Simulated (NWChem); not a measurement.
# GeNH4Cl (SMILES [NH2][GeH2][Cl]): levels of theory compared

Wanted: a comparison of 6 runs (HF/STO-3G, HF/3-21G, B3LYP/6-31G*, M06-2X/cc-pVDZ, PBE0/cc-pVDZ) of GeNH4Cl. 

The results are computed with NWChem 7.3.0.

4 further runs of the same task are left out: 2 that didn't finish, 2 set aside as unsound or not needed.

### Step 1. The structure to begin with

The species is GeNH4Cl (7 atoms), meant as a singlet with charge 0. SMILES: `[NH2][GeH2][Cl]`. The Ge2–H7 distance was set to 2.295 Å, away from the relaxed value. At this shape a bond of the SMILES string is far longer than usual.

Bond lengths: N1–Ge2 1.818 Å, Ge2–Cl3 2.176 Å, N1–H4 1.010 Å, N1–H5 1.010 Å, Ge2–H6 1.530 Å. Angles: N1–Ge2–Cl3 112.8°, N1–Ge2–H6 108.7°, Cl3–Ge2–H6 105.8°, Ge2–N1–H4 115.0°, Ge2–N1–H5 115.0°, H4–N1–H5 109.1°. A long bond or contact: Ge2–H7 2.295 Å.

### Step 2. The energy at HF/STO-3G (run 1)

struct.xyz reads:

```xyz
7

N     -1.443071     0.486499    -0.320787
Ge    -0.070271    -0.025701     0.755113
Cl    -0.255671    -2.083601     1.436413
H     -2.351071     0.497799     0.122313
H     -1.509071    -0.014301    -1.195787
H     -0.090871     0.835899     2.019113
H      1.880200     0.061300    -0.450600
```

struct.nw reads:

```
start struct
memory stack 880 mb heap 220 mb global 1100 mb

geometry units angstrom noautosym nocenter noautoz
   load format xyz struct.xyz
end

basis spherical bse
   * library STO-3G
end

scf
   nopen 0
   rhf
   thresh 1e-08
   maxiter 80
   print medium
end

task scf energy
```

On the command line:

```console
$ nwchem struct.nw > struct.out
```

Log:

```text
[...]
  functions       =    36
[...]
  wavefunction    = RHF
[...]
         Total SCF energy =  -2562.334185303948
      One-electron energy =  -4125.929595340513
      Two-electron energy =   1293.302579238267
 Nuclear repulsion energy =    270.292830798298
        Time for solution =      1.8s
[...]
```

Wall time 2.5 s (1 thread of Intel Xeon 6975P-C (Granite Rapids), shared host); peak memory 0.096 GiB.

### Step 3. The energy at HF/3-21G (run 2)

job.nw reads:

```
start job
title "ClGeH4N hf"
memory 2200 mb

geometry units angstrom noautosym nocenter noautoz
N       -1.443071       0.486499      -0.320787
Ge      -0.070271      -0.025701       0.755113
Cl      -0.255671      -2.083601       1.436413
H       -2.351071       0.497799       0.122313
H       -1.509071      -0.014301      -1.195787
H       -0.090871       0.835899       2.019113
H        1.880200       0.061300      -0.450600
end

basis spherical bse
* library 3-21G
end

scf
nopen 0
rhf
thresh 1e-08
maxiter 80
noprint "final vectors analysis"
end

task scf energy
```

On the command line:

```console
$ nwchem job.nw > job.out
```

Log:

```text
[...]
  functions       =    52
[...]
  wavefunction    = RHF
[...]
         Total SCF energy =  -2579.084195939587
      One-electron energy =  -4130.072017274599
      Two-electron energy =   1280.694990536715
 Nuclear repulsion energy =    270.292830798298
        Time for solution =      2.3s
[...]
```

Run time: 3 s. Hardware: 1 thread of Intel Xeon 6975P-C (Granite Rapids), shared host; peak memory 0.094 GiB.

Runs 3 to 5 aren't shown in full; the table further down has their settings and results.

### Step 4. A single-point energy at PBE0/cc-pVDZ (run 6)

input.xyz reads:

```xyz
7

N     -1.443071     0.486499    -0.320787
Ge    -0.070271    -0.025701     0.755113
Cl    -0.255671    -2.083601     1.436413
H     -2.351071     0.497799     0.122313
H     -1.509071    -0.014301    -1.195787
H     -0.090871     0.835899     2.019113
H      1.880200     0.061300    -0.450600
```

input.nw reads:

```
start input
memory total 2200 mb

geometry noautosym nocenter noautoz
 load input.xyz
end

basis spherical bse
 * library cc-pVDZ
end

dft
 xc pbe0
 grid xfine
 convergence energy 1e-08
 maxiter 100
 mulliken
end

task dft energy
```

On the command line:

```console
$ nwchem input.nw > input.out
```

Log:

```text
[...]
          Wavefunction type:  closed shell.
          No. of atoms     :     7
          No. of electrons :    60
[...]
          Charge           :     0
          Spin multiplicity:     1
[...]
          AO basis - number of functions:    79
[...]
              XC Information
              --------------
                         PBE0 Method XC Functional
                     Hartree-Fock (Exact) Exchange  0.250
          PerdewBurkeErnzerhof Exchange Functional  0.750
            Perdew 1991 LDA Correlation Functional  1.000 local
           PerdewBurkeErnz. Correlation Functional  1.000 non-local
[...]
 d= 0,ls=0.0,diis     1  -2593.7761447692 -2.86D+03  1.10D-02  4.23D-01     9.5
[...]
 d= 0,ls=0.0,diis    10  -2593.8330602314 -4.94D-10  3.06D-07  7.08D-10    65.2
         Total DFT energy =    -2593.833060231407
      One electron energy =    -4144.492386774490
           Coulomb energy =     1395.506948677992
    Exchange-Corr. energy =     -115.140452933207
 Nuclear repulsion energy =      270.292830798298
[...]
      Total Density - Mulliken Population Analysis
     ---------------------------------------------
    Atom       Charge   Shell Charges
 -----------   ------   -------------------------------------------------------
    1 N    7     7.33   2.01  0.75  0.68  2.40  1.48  0.01
    2 Ge  32    31.55   2.00  2.00  2.01  0.92  0.36  6.00  6.00  1.30  0.69  9.92  0.34
    3 Cl  17    17.28   2.00  2.03  0.95  0.97  6.00  3.06  2.25  0.02
    4 H    1     0.88   0.71  0.11  0.06
    5 H    1     0.87   0.71  0.10  0.06
    6 H    1     1.01   0.70  0.30  0.01
    7 H    1     1.08   0.54  0.54  0.00
[...]
```

Run time: 66 s. Hardware: 1 thread of Intel Xeon 6975P-C (Granite Rapids), shared host; peak memory 0.13 GiB.

### Step 5. All runs side by side

```
run                               level  iteration cap  module   energy (Eh)  dipole moment (D)  HOMO energy (eV)  LUMO energy (eV)  wall time
  1                           HF/STO-3G             80     scf  -2562.334185               2.09             -8.27              4.95      2.5 s
  2                            HF/3-21G             80     scf  -2579.084196               2.66                 –                 –        3 s
  3  B3LYP/6-31G* (spherical functions)            100     dft  -2594.087609               2.24             -7.61             -2.16       21 s
  4  B3LYP/6-31G* (Cartesian functions)            100     dft  -2594.097469               2.23             -7.61             -2.17       22 s
  5                      M06-2X/cc-pVDZ            100     dft  -2594.271664               2.25                 –                 –       67 s
  6                        PBE0/cc-pVDZ            100     dft  -2593.833060               2.24             -7.81             -1.97       66 s
```

### Step 6. Summary of results

| quantity | value |
| --- | --- |
| run 6: total energy | -2593.83306 Eh |
| run 6: dipole moment | 2.24 D |
| run 6: HOMO energy | -7.81 eV |
| run 6: LUMO energy | -1.97 eV |
| run 6: HOMO–LUMO gap | 5.84 eV |

The dipole moment (its size) runs from 2.09 D (HF/STO-3G) to 2.66 D (HF/3-21G). Over runs 1, 3, 4, 6 the HOMO–LUMO gap runs from 5.44 eV (B3LYP/6-31G*) to 13.22 eV (HF/STO-3G). The two ends differ in method and basis. Totals of different functionals can't be ranked against each other. In run 1 the basis is minimal, so the values are rough. All runs together took 3 min, the longest 67 s.
